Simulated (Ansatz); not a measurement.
**GeNH₄+: one structure at several levels**

One table from this session's results is given with a row withheld; the runs are named, their logs left out.

Computed with Ansatz 0.2.0, Gaussian basis. Level: single points in def2-TZVPP.

Correlated methods freeze the cores. Filled d shells of the heavier atoms are correlated.

## Where the work starts

SMILES `[NH2][GeH2+]`, 6 atoms, charge 1, spin multiplicity 1.

Atoms are counted from 1 here; the program's logs count them from 0.

Bond lengths: N1–Ge2 1.926 Å, N1–H3 1.120 Å, N1–H4 0.986 Å, Ge2–H5 1.543 Å, Ge2–H6 1.523 Å. Angles: Ge2–N1–H3 123.0°, Ge2–N1–H4 123.0°, H3–N1–H4 111.2°, N1–Ge2–H5 111.4°, N1–Ge2–H6 114.7°, H5–Ge2–H6 133.6°.

As a file:

```xyz
6

N    -0.0028   -0.9825    0.1391
Ge   -0.0594    0.9282   -0.0941
H     0.8475   -1.5106    0.6427
H    -0.5370   -1.6068   -0.4067
H    -1.2530    1.3531   -0.9745
H     1.1180    1.6795    0.5127
```

Set-up of the first run:

run/in.yaml

```yaml
crystal:
  periodic: [false, false, false]
  atoms:
    - {symbol: N, position_ang: [-0.002800, -0.982500, 0.139100]}
    - {symbol: Ge, position_ang: [-0.059400, 0.928200, -0.094100]}
    - {symbol: H, position_ang: [0.847500, -1.510600, 0.642700]}
    - {symbol: H, position_ang: [-0.537000, -1.606800, -0.406700]}
    - {symbol: H, position_ang: [-1.253000, 1.353100, -0.974500]}
    - {symbol: H, position_ang: [1.118000, 1.679500, 0.512700]}
basis:
  gaussian: {orbitals: def2-TZVPP}
total_charge: 1
correlation: {method: ccsd_t}
output: {forces: true}
```

The command line of these runs was not kept.

Steps of the session up to this table: CCSD(T)/def2-TZVPP; PBE0-D4/def2-TZVPP; wB97M-V/def2-TZVPP; r2SCAN-D4/def2-TZVPP; PBE-D4/def2-TZVPP; HSE06-D4/def2-TZVPP; r2SCAN0-D4/def2-TZVPP.

One of the session's tables, all rows but one given; the rest of the session is left out.

```
    method  RMS force component (eV/Å)  angle to CCSD(T) forces (°)
   CCSD(T)                       1.726                    reference
   PBE0-D4                       1.777                          2.1
   wB97M-V                       1.787                          1.9
 r2SCAN-D4                           ?                            ?
    PBE-D4                       1.647                          5.4
  HSE06-D4                       1.774                          2.1
r2SCAN0-D4                       1.821                          3.3
```

Estimate the missing values for r2SCAN-D4.

As computed: RMS force component (eV/Å): 1.722; angle to CCSD(T) forces (°): 0.9. In the column «RMS force component (eV/Å)» it lies between PBE-D4 (1.647) and CCSD(T) (1.726).
